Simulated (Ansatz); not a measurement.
# AsH+ (doublet): wave-function methods side by side at distance As1–H2 = 4.081 Å, cc-pVTZ

Aim: climb from Hartree-Fock through coupled cluster and multireference methods for AsH+ (doublet) at one geometry and basis, and see what each rung misses.

The runs use Ansatz 0.2.0, Gaussian basis; cc-pVTZ, core rule «outside noble gas», up to 14 orbitals frozen.

To be run: UHF; CCSD(T) on ROHF; CCSD(T) on UHF; BCCD(T) on ROHF; CISD; CCSDT(Q) on UHF; CASSCF and MRCISD+Q, 3 electrons in 3 orbitals; CASSCF and NEVPT2, 3 electrons in 3 orbitals; CASSCF and MRCISD+Q, 5 electrons in 5 orbitals; CASSCF and NEVPT2, 5 electrons in 5 orbitals; Full CI.

17 further runs of the same task are left out: 14 that didn't finish, 3 set aside as unsound or not needed.

### Step 1. The system

The geometry derives from a PBE0/def2-TZVP stationary point (not a proven minimum). One bond is set to the value named and the two fragments are kept rigid. No spin-orbit coupling is included. The filled d shell of As may be among the frozen orbitals whatever the setting's name suggests; the logs give the count.

2 atoms, charge 1, spin multiplicity 2.

Atoms are counted from 1 here; the program's logs count them from 0.

No contacts short enough for the rule that draws bonds.

### Step 2. UHF

in.yaml

```yaml
crystal:
  periodic: [false, false, false]
  atoms:
    - {symbol: As, position_ang: [0.000000, 0.000000, 0.000000]}
    - {symbol: H, position_ang: [0.000000, 0.000000, 4.081000]}
basis:
  gaussian: {orbitals: cc-pVTZ}
total_charge: 1
magnetization: {spin_polarized: true, initial_magnetization: 1}
hamiltonian: {xc: hf}
output: {orbitals: {seedname: orbitals}}
```

Started as:

```bash
$ ansatz run in.yaml --threads 1 --pin off --events-out ev --progress --plain --max-ram 2393MiB
```

The runs that follow: CCSD(T) on ROHF; CCSD(T) on UHF; BCCD(T) on ROHF; CISD; CCSDT(Q) on UHF; CASSCF and MRCISD+Q, 3 electrons in 3 orbitals; CASSCF and NEVPT2, 3 electrons in 3 orbitals; CASSCF and MRCISD+Q, 5 electrons in 5 orbitals; CASSCF and NEVPT2, 5 electrons in 5 orbitals; Full CI.

Before running them: what should the planned runs give, taken together? Wanted: FCI below the RHF energy; RMP2 from FCI; UMP2 from FCI; RCCSD from FCI; RCCSD(T) from FCI; UCCSD(T) from FCI; UCCSDT(Q) from FCI; NEVPT2 pair from FCI; MRCISD+Q pair from FCI.

**Answer**, as computed:

```
                         quantity                                                                            value
         FCI below the RHF energy                                                                       -3.9977 eV
                    RMP2 from FCI                                                                      +2132.6 meV
                    UMP2 from FCI                                                                       +476.4 meV
                   RCCSD from FCI                                                                        +78.1 meV
                RCCSD(T) from FCI                                                                        -30.6 meV
                UCCSD(T) from FCI                                                                         +1.5 meV
               UCCSDT(Q) from FCI                                                                        -12.1 meV
             NEVPT2 pair from FCI                                                                       +452.6 meV
           MRCISD+Q pair from FCI                                                                        -25.6 meV
          NEVPT2 valence from FCI                                                                       +413.1 meV
levels within 1 kcal/mol (43 meV)  RCCSD(T), UCCSD(T), BCCD(T), UCCSDT, UCCSDT(Q), MRCISD+Q pair, MRCISD+Q valence
                    T1 diagnostic                                                                            0.468
   effectively unpaired electrons                                                                             2.99
```

RCCSD(T) lands -30.6 meV from the yardstick (0.8 % of the correlation energy). CCSD(T) misses by -30.6 meV on the restricted determinant and by +1.5 meV on the unrestricted one; the two need not hold the same state or core. RCCSD(T), UCCSDT, UCCSDT(Q), MRCISD+Q pair fall below full CI: unrestricted runs freeze a spin-polarised core, another one than full CI's, and coupled cluster isn't variational. The occupations show strong static correlation (3.0 unpaired electrons where one determinant has 1). Coupled cluster on one determinant still stays close here. Of the multireference levels listed MRCISD+Q valence comes nearest in total energy (+11.3 meV), which doesn't show that its space is the better one. Coupled cluster took another determinant than the lowest Hartree-Fock one. These misses are within one basis, not against nature; the frozen cores of restricted and unrestricted runs differ, which can shift their rows.
